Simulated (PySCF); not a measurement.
# GdSF: other functionals and bases at one geometry

The task here is to estimate one member of a computed series from the others.

Method: several levels, as the steps say, no spin–orbit coupling; program: PySCF 2.14.0.

1 further run of the same task is left out (for a known fault of the program).

**Starting geometry**

3 atoms, charge 0, spin multiplicity 1.

Bond lengths: Gd1–S2 2.345 Å, Gd1–F3 2.022 Å. Angles: S2–Gd1–F3 112.3°.

Coordinates:

```mol
FGdS
  3D, bonds by distance, orders not assigned

  3  2  0  0  0  0  0  0  0  0999 V2000
   -0.1823    0.0000   -0.4239 Gd  0  0
    1.7950    0.0000    0.8368 S   0  0
   -1.8356    0.0000    0.7404 F   0  0
  1  2  8  0
  1  3  8  0
M  END
```

Formal oxidation states: Gd +3. Each metal's 7 4f electrons lie in its core potential, so multiplicities, spins and levels count the valence alone. An earlier session relaxed this geometry at PBE0, Gd lcecp-1-SVP with ECP53, S def2-SVP, F def2-SVP (singlet, point group Cs).

At PBE0 on the finer grid: E = -533.601154 Eh, HOMO -5.90 eV, LUMO -2.66 eV, Mulliken charge on Gd1 +0.81 e, largest force component 0.005 eV/Å. 

Levels to run: BLYP; BP86; PBE0, TZVP. Hardware: 2 threads of Arm Neoverse V2, shared host.

The first run:

run.py (the lines that set the calculation)

```python
mol = gto.M(atom='''
Gd    -0.18233     0.00000    -0.42392
S      1.79497     0.00000     0.83680
F     -1.83559     0.00000     0.74036''',
    basis={'Gd': 'lcecp-1-SVP', 'S': 'def2-SVP', 'F': 'def2-SVP'},
    ecp={'Gd': 'lcecp-1-SVP'},
    charge=0, spin=0)
mf = dft.RKS(mol, xc='BLYP')
mf.grids.atom_grid = (75, 302)  # f atoms: unpruned, at least (60, 302)
mf = mf.density_fit()  # fitting sets: Gd AutoAux, S def2-universal-JKFIT, F def2-universal-JKFIT
mf.conv_tol = 1e-08; mf.max_cycle = 55
mf.kernel(dm0)  # dm0: the density of the relaxed state
```

The run is started by

```bash
> OMP_NUM_THREADS=2 python run.py
```

Among the steps run: BLYP; BP86; PBE0, TZVP.

One of the session's tables, all rows but one given; the rest of the session is left out.

```
              level  HOMO (eV)  gap (eV)  charge on Gd1 (e)  dipole (D)  largest force component (eV/Å)
PBE0 (relaxed here)      -5.90      3.24               0.81        8.27                            0.00
               BLYP      -4.69      1.41               0.63        7.24                            0.82
               BP86          ?         ?                  ?           ?                               ?
         PBE0, TZVP      -5.94      3.27               1.18        8.52                            0.06
```

**Question.** Estimate the row for BP86.

The run gave: HOMO (eV): -4.96; gap (eV): 1.78; charge on Gd1 (e): 0.68; dipole (D): 7.47; largest force component (eV/Å): 0.48. In the column «HOMO (eV)» it lies between PBE0 (relaxed here) (-5.90) and BLYP (-4.69).

In one basis the HOMO–LUMO gap runs from 1.41 eV (BLYP) to 3.24 eV (PBE0). The largest leftover force, 0.82 eV/Å with BLYP, stands at a geometry relaxed at another level. With 4f in the core, its levels are missing from HOMO and gap, and its count is fixed, so no charge can pass from the ligands into it. Total energies of different levels can't be compared.
